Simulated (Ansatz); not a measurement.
# C2H3FSi, SMILES F[SiH]1C=C1: an atomisation energy

Computed with the Ansatz DFT code, driven from Python.

Run as a notebook:

In [1]:
```python
from collections import Counter

import ansatz as az
```

In [2]:
```python
params = {
    "basis_set": "def2-TZVP",
    "functional": "R2SCAN0",
}


def energy_of(molecule, charge=0, unpaired=0):
    calc = molecule.calculation().basis(gaussian=params["basis_set"]).functional(params["functional"])
    if charge:
        calc = calc.charge(charge)
    if unpaired:
        calc = calc.spin("collinear", total=unpaired)
    report = calc.run().report
    if report["published_state_doubts"]:
        print("  doubts:", report["published_state_doubts"])
    return report["free_energy_ev"]

GEOMETRY = """
F    -1.63150   -1.31400    0.17540
Si   -0.87150   -0.02030   -0.39460
C     0.26420    0.68500    0.69430
C     0.91930   -0.25910   -0.00200
H    -0.95510    0.24310   -1.86680
H     0.54650    1.38980    1.48120
H     1.78930   -0.79250   -0.13320
"""
```

In [3]:
```python
mol = az.Crystal.molecule()
for line in GEOMETRY.strip().splitlines():
    symbol, *xyz = line.split()
    mol = mol.atom(symbol, [float(v) for v in xyz])
```

In [4]:
```python
unpaired = {"F": 1, "Si": 2, "C": 2, "H": 1}
counts = Counter(site.symbol for site in mol.cartesian_sites)
atom_energy = {s: energy_of(az.Crystal.molecule().atom(s, (0, 0, 0)), 0, unpaired[s]) for s in counts}
whole = energy_of(mol, 0, 0)
for s, e in atom_energy.items():
    print(f"{s:2s} x{counts[s]}  {e:14.5f} eV")
print(f"C2H3FSi: {whole:.5f} eV")
split = sum(counts[s] * e for s, e in atom_energy.items()) - whole
print(f"atomisation energy (no zero-point term): {23.060548 * split:.1f} kcal/mol, {split / sum(counts.values()):.3f} eV an atom")
```
```text
F  x1     -2713.54478 eV
Si x1     -7873.33412 eV
C  x2     -1029.51733 eV
H  x3       -13.60215 eV
C2H3FSi: -12714.68839 eV
atomisation energy (no zero-point term): 645.0 kcal/mol, 3.995 eV an atom
```

645.0 kcal/mol from the electronic energies, without the zero-point term.

What to keep in mind:
- Total energies depend on the basis set; only differences at equal settings carry meaning.
- The geometry is a force-field or estimated start, not a minimum of this method, and the basis set is short of its limit. All parts are taken at fixed geometry, without zero-point energy.
- The whole script took 8.7 s on 1 thread of Arm Neoverse V1 (shared host), peak memory 0.32 GiB.
